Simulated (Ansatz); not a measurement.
# CH4O2Si: basis-set convergence

The task here is to estimate one member of a computed series from the others.

The runs use Ansatz 0.2.0, Gaussian basis; one geometry, several basis sets.

Plan: PBE0-D4/def2-SVP; ωB97M-V/def2-SVP; PBE0-D4/def2-QZVPP; ωB97M-V/def2-QZVPP; the functionals' def2-TZVPP values are taken from earlier runs.

## The relaxed structure

The geometry comes from an earlier relaxation with PBE0-D4 in a triple-zeta def2 set; it is a stationary point, not always the lowest conformer.

SMILES `O=CO[SiH3]`, 8 atoms, charge 0, spin multiplicity 1.

Atoms are counted from 1 here; the program's logs count them from 0.

Bond lengths: O1–C2 1.198 Å, C2–O3 1.330 Å, C2–H5 1.099 Å, O3–Si4 1.698 Å, Si4–H6 1.479 Å, Si4–H7 1.479 Å, Si4–H8 1.479 Å. Angles: O1–C2–O3 124.3°, O1–C2–H5 124.4°, O3–C2–H5 111.4°, C2–O3–Si4 117.6°, O3–Si4–H6 102.8°, O3–Si4–H7 110.2°, O3–Si4–H8 110.2°, H6–Si4–H7 110.9°, H6–Si4–H8 110.9°, H7–Si4–H8 111.7°.

Geometry (Å):

```xyz
8

O     1.3370   -0.2364    1.2782
C     1.4406    0.3086    0.2168
O     0.4475    0.4379   -0.6587
Si   -1.0633   -0.2141   -0.2382
H     2.3674    0.7654   -0.1582
H    -1.8981    0.1085   -1.4157
H    -0.9538   -1.6775   -0.0553
H    -1.5853    0.4506    0.9754
```

Set-up of the first run:

Input file in.yaml:

```yaml
crystal:
  periodic: [false, false, false]
  atoms:
    - {symbol: O, position_ang: [1.337047, -0.236372, 1.278216]}
    - {symbol: C, position_ang: [1.440633, 0.308581, 0.216820]}
    - {symbol: O, position_ang: [0.447523, 0.437913, -0.658683]}
    - {symbol: Si, position_ang: [-1.063326, -0.214129, -0.238184]}
    - {symbol: H, position_ang: [2.367431, 0.765393, -0.158201]}
    - {symbol: H, position_ang: [-1.898063, 0.108479, -1.415721]}
    - {symbol: H, position_ang: [-0.953771, -1.677537, -0.055332]}
    - {symbol: H, position_ang: [-1.585276, 0.450570, 0.975384]}
basis:
  gaussian: {orbitals: def2-SVP}
hamiltonian: {xc: pbe0, dispersion: d4}
output: {orbitals: {seedname: orbitals}}
```

Command:

```bash
ansatz run in.yaml --threads 2 --pin off --events-out ev --progress --plain --max-ram 4352MiB
```

Steps of the session up to this table: PBE0-D4 in def2-SVP; ωB97M-V in def2-SVP; PBE0-D4 in def2-QZVPP; ωB97M-V in def2-QZVPP.

One table of the session follows, with a row left open; its other results are not shown here.

```
functional       basis  HOMO (eV)  LUMO (eV)
   PBE0-D4    def2-SVP      -8.50      -0.16
   PBE0-D4  def2-TZVPP      -8.63      -0.37
   PBE0-D4  def2-QZVPP      -8.66      -0.44
   ωB97M-V    def2-SVP          ?          ?
   ωB97M-V  def2-TZVPP     -11.08       1.75
   ωB97M-V  def2-QZVPP     -11.12       1.34
```

Estimate the missing values for ωB97M-V, def2-SVP.

The run gave: HOMO (eV): -10.94; LUMO (eV): 2.23. In the column «HOMO (eV)» it lies between ωB97M-V, def2-TZVPP (-11.08) and PBE0-D4, def2-QZVPP (-8.66).
